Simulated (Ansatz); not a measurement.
# CoSi: the cost of one run

Computed with Ansatz 0.2.0 (DFT PBE, scalar-relativistic, plane waves, PAW, and further levels as typed in the inputs, unless a step's input says otherwise).

The COD entry's cell or inner coordinates are ideal or old and differ from later refinements, so a difference from it is no clean test against experiment.

## Step 1: The starting structure

Symmetry: P2_13, No. 198, cubic system. Conventional cell: a = 4.438 Å, b = 4.438 Å, c = 4.438 Å, α = 90.00°, β = 90.00°, γ = 90.00°. Around Co (site symmetry 3) lie 7 Si at 2.28 to 2.47 Å. Si (site symmetry 3) is surrounded by 7 Co at 2.28 to 2.47 Å.

Structure file:

```xyz
8
Lattice="4.4380 0.0000 0.0000 0.0000 4.4380 0.0000 0.0000 0.0000 4.4380" Properties=species:S:1:pos:R:3 pbc="T T T"
Co    0.6213    0.6213    0.6213
Co    1.5977    3.8167    2.8403
Co    2.8403    1.5977    3.8167
Co    3.8167    2.8403    1.5977
Si    3.7412    3.7412    3.7412
Si    2.9158    0.6968    1.5222
Si    1.5222    2.9158    0.6968
Si    0.6968    1.5222    2.9158
```

The structure rests on an entry of the Crystallography Open Database; cell or positions may have been set otherwise for this series.

## Step 2: Relaxing the atoms: CoSi, no spin

input.yaml

```yaml
crystal:
  lattice:
    - [4.438, 0.0, 0.0]
    - [0.0, 4.438, 0.0]
    - [0.0, 0.0, 4.438]
  atoms:
    - { symbol: Co, position: [0.14, 0.14, 0.14] }
    - { symbol: Co, position: [0.36, 0.86, 0.64] }
    - { symbol: Co, position: [0.64, 0.36, 0.86] }
    - { symbol: Co, position: [0.86, 0.64, 0.36] }
    - { symbol: Si, position: [0.843, 0.843, 0.843] }
    - { symbol: Si, position: [0.657, 0.157, 0.343] }
    - { symbol: Si, position: [0.343, 0.657, 0.157] }
    - { symbol: Si, position: [0.157, 0.343, 0.657] }
scf:
  occupations: { method: gaussian, width: 0.05 }
output:
  forces: true
  stress: true
hamiltonian:
  xc: pbe
kpoints:
  mp_grid: { grid: [12, 12, 12] }
relax:
  f_tol: 0.003
```

Run with:

```sh
$ ansatz run input.yaml --threads 4 --pin off --max-ram 12288MiB --backend cpu --events-out ev --progress --plain --runs-dir out
```

What time and memory should one allow on 4 threads of Intel Xeon 6975P-C (Granite Rapids), shared host?

About 21 s, with a peak of 0.72 GiB.
